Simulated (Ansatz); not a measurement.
# H4NPTe: the cost of one run

All numbers are computed with Ansatz 0.2.0 through its Python package. The levels of theory stand in the script.

## Step 1: The structure

Bond lengths: N1–P2 1.770 Å, P2–Te3 2.470 Å, N1–H4 0.998 Å, N1–H5 1.100 Å, P2–H6 1.467 Å, Te3–H7 1.761 Å. Angles: N1–P2–Te3 91.7°, N1–P2–H6 93.4°, Te3–P2–H6 95.0°, P2–N1–H4 108.7°, P2–N1–H5 106.3°, H4–N1–H5 103.0°, P2–Te3–H7 91.3°.

h4npte.xyz, read by the script:

```xyz
7

N    -0.61620    0.42880   -0.68710
P    -0.46890    0.13090    1.05190
Te    0.88720   -1.89600    0.66280
H    -1.32200   -0.17240   -1.05560
H    -1.06210    1.42850   -0.79270
H     0.68230    1.02870    1.19600
H     1.96090   -1.01670   -0.42080
```

## Step 2: Script

Input file run_basis.py:

```python
"""How the energy of H4NPTe converges with the basis."""

import ansatz as az


def main() -> None:
    molecule = az.Crystal.molecule_from_extxyz("h4npte.xyz")

    base = molecule.calculation().functional("HF")

    energies = {}
    for basis in ["def2-SVP", "def2-SVPD", "def2-TZVP", "def2-TZVPP"]:
        summary = base.basis(gaussian=basis).run(threads=1).report
        size = summary["n_frozen"] + summary["n_occupied"][0] + summary["n_virtual"][0]
        energies[basis] = (summary["reference_energy_ev"] / 27.211386246, summary["free_energy_ev"] / 27.211386246)
        print(f"{basis:14s} {size:4d} orbitals  reference {energies[basis][0]:14.6f} Ha  total {energies[basis][1]:14.6f} Ha")

    last = energies["def2-TZVPP"][1]
    for basis, (_, total) in energies.items():
        print(f"{basis:14s} lies {27.211386 * (total - last):9.4f} eV above def2-TZVPP")


if __name__ == "__main__":
    main()
```

## Step 3: What the engine is handed

The package turns the script's settings into the engine's input (first run):

```yaml
crystal:
  periodic: [false, false, false]
  atoms:
    - { symbol: "N", position_ang: [-0.6162, 0.4288, -0.6871] }
    - { symbol: P, position_ang: [-0.4689, 0.1309, 1.0519] }
    - { symbol: Te, position_ang: [0.8872, -1.896, 0.6628] }
    - { symbol: H, position_ang: [-1.322, -0.1724, -1.0556] }
    - { symbol: H, position_ang: [-1.0621, 1.4285, -0.7927] }
    - { symbol: H, position_ang: [0.6823, 1.0287, 1.196] }
    - { symbol: H, position_ang: [1.9609, -1.0167, -0.4208] }
basis:
  gaussian:
    orbitals: def2-SVP
hamiltonian:
  xc: hf
```

## Step 4: Running it

The run is started by

```sh
$ python run_basis.py
```

**Question.** How long does this script take on 1 thread of Arm Neoverse V1, shared host, and how much memory does it need?

About 8.9 s, with a peak of 0.44 GiB.
